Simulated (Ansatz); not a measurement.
Runs of Ansatz 0.2.0 on HPbNO4. Symmetry: P2_1, No. 4, monoclinic system. The conventional cell has a = 6.435 Å, b = 4.111 Å, c = 8.338 Å, α = 90.00°, β = 112.11°, γ = 90.00°. H (site symmetry 1) has 1 O at 0.99 Å as nearest neighbours. Pb (site symmetry 1) is surrounded by 4 O at 2.40 to 2.69 Å. N (site symmetry 1) has 3 O at 1.25 to 1.29 Å as nearest neighbours. O (site symmetry 1) has 1 H at 0.99 Å as nearest neighbours. O (site symmetry 1) has 1 N at 1.25 Å as nearest neighbours. O (site symmetry 1) is surrounded by 1 N at 1.26 Å. Around O (site symmetry 1) lie 1 N at 1.29 Å. The cell was built by a generator and needn't be a form met in nature.

| task | level | cell | k mesh | cutoff (eV) | points for each segment of the path | mesh quality | gap on the mesh (eV) | pressure (GPa) | relaxed volume (Å³/atom) | largest force (eV/Å) |
| --- | --- | --- | --- | --- | --- | --- | --- | --- | --- | --- |
| band structure | PBEsol | as given | 5 × 7 × 4 | 420 | 10 | not flagged | (a) | -2.8 | - | (c) |
| relaxation of cell and atoms | r2SCAN+rVV10 | relaxed | 4 × 5 × 3 | 500 | - | not flagged | 3.54 | 0.0 | 12.78 | - |
| relaxation of cell and atoms | PBEsol | relaxed | 4 × 5 × 3 | 420 | - | not flagged | 3.15 | 0.0 | (b) | 0.01 |
| single point | r2SCAN0 | as given | 2 × 3 × 2 | 500 | - | coarse | 5.80 | -6.4 | - | 1.90 |

Alike in all rows: potentials or basis Ansatz PAW; no spin polarisation; smearing fermi-dirac 0.05 eV.

Problem. Fill in the values left out.

Solution. (a) 3.29; (b) 13.39; (c) 0.45.

Caveats: some runs use coarse meshes; spin-orbit coupling is left out, which as a rule narrows the gap of such compounds by several tenths of an eV; the PAW data sets come from PBE, with cores solved anew for the run's functional, which leaves a small shift of forces and pressure; odd divisions of the mesh miss points on the zone boundary, where band edges often lie, so the gap on the mesh can be too wide (some runs); the plane-wave basis is chosen anew once the cell has moved, so the energies of steps on either side of that aren't comparable (some runs); forces of over 1 eV/Å show positions far from the minimum, so gaps and moduli don't describe the material at rest (some runs); the thresholds are loose for stress (some runs).

A k mesh can miss the band edges, and the runs leave out spin-orbit coupling on Pb.

Runs at the PBE level aren't shown here.
